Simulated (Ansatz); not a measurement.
# C3H9B: how energies converge with the basis set

The task here is to estimate one member of a computed series from the others.

The runs use Ansatz 0.2.0, Gaussian basis; one geometry, several basis sets.

Plan: PBE0-D4/def2-SVP; ωB97M-V/def2-SVP; PBE0-D4/def2-QZVPP; ωB97M-V/def2-QZVPP; the functionals' def2-TZVPP values are taken from earlier runs.

1 further run of the same task is left out (it didn't finish).

## The relaxed structure

All runs share one geometry, relaxed beforehand with PBE0-D4 in a triple-zeta def2 set.

SMILES `BCCC`, 13 atoms, charge 0, spin multiplicity 1.

Atoms are counted from 1 here; the program's logs count them from 0.

Bond lengths: B1–C2 1.549 Å, B1–H5 1.199 Å, B1–H6 1.200 Å, C2–C3 1.523 Å, C2–H7 1.099 Å, C2–H8 1.109 Å, C3–C4 1.519 Å, C3–H9 1.095 Å, C3–H10 1.095 Å, C4–H11 1.094 Å, C4–H12 1.094 Å, C4–H13 1.093 Å. Angles: C2–B1–H5 120.0°, C2–B1–H6 121.6°, H5–B1–H6 118.3°, B1–C2–C3 118.7°, B1–C2–H7 110.9°, B1–C2–H8 102.2°, C3–C2–H7 111.3°, C3–C2–H8 109.7°, H7–C2–H8 102.5°, C2–C3–C4 113.4°, C2–C3–H9 109.1°, C2–C3–H10 109.1°, C4–C3–H9 109.8°, C4–C3–H10 109.4°, H9–C3–H10 105.7°, C3–C4–H11 111.1°, C3–C4–H12 111.0°, C3–C4–H13 111.7° and more.

The first run:

in.yaml reads:

```yaml
crystal:
  periodic: [false, false, false]
  atoms:
    - {symbol: B, position_ang: [-1.103058, 1.727720, -0.635853]}
    - {symbol: C, position_ang: [-0.534061, 0.289542, -0.559598]}
    - {symbol: C, position_ang: [0.535439, -0.019635, 0.479932]}
    - {symbol: C, position_ang: [0.902525, -1.491916, 0.548444]}
    - {symbol: H, position_ang: [-1.801937, 2.048204, -1.555672]}
    - {symbol: H, position_ang: [-0.906329, 2.528881, 0.235575]}
    - {symbol: H, position_ang: [-0.237463, -0.067017, -1.555518]}
    - {symbol: H, position_ang: [-1.442913, -0.310389, -0.350769]}
    - {symbol: H, position_ang: [0.191562, 0.322993, 1.461614]}
    - {symbol: H, position_ang: [1.432002, 0.569597, 0.258583]}
    - {symbol: H, position_ang: [1.276385, -1.849357, -0.415478]}
    - {symbol: H, position_ang: [0.031903, -2.101813, 0.807394]}
    - {symbol: H, position_ang: [1.676345, -1.681710, 1.296144]}
basis:
  gaussian: {orbitals: def2-SVP}
hamiltonian: {xc: pbe0, dispersion: d4}
output: {orbitals: {seedname: orbitals}}
```

Run with:

```
$ ansatz run in.yaml --threads 2 --pin off --events-out ev --progress --plain --max-ram 4352MiB
```

Among the steps run: PBE0-D4 in def2-SVP; ωB97M-V in def2-SVP; PBE0-D4 in def2-QZVPP; ωB97M-V in def2-QZVPP.

One table of the session follows, with a row left open; its other results are not shown here.

It belongs to the step «Functionals by basis». 

| functional | basis | HOMO (eV) |
| --- | --- | --- |
| PBE0-D4 | def2-SVP | -8.74 |
| PBE0-D4 | def2-TZVPP | -8.74 |
| PBE0-D4 | def2-QZVPP | ? |
| ωB97M-V | def2-SVP | -11.03 |
| ωB97M-V | def2-TZVPP | -11.05 |
| ωB97M-V | def2-QZVPP | -11.05 |

Q: Estimate the row for PBE0-D4, def2-QZVPP from the others.

The run gave: HOMO (eV): -8.75. In the column «HOMO (eV)» it lies between ωB97M-V, def2-SVP (-11.03) and PBE0-D4, def2-SVP (-8.74).
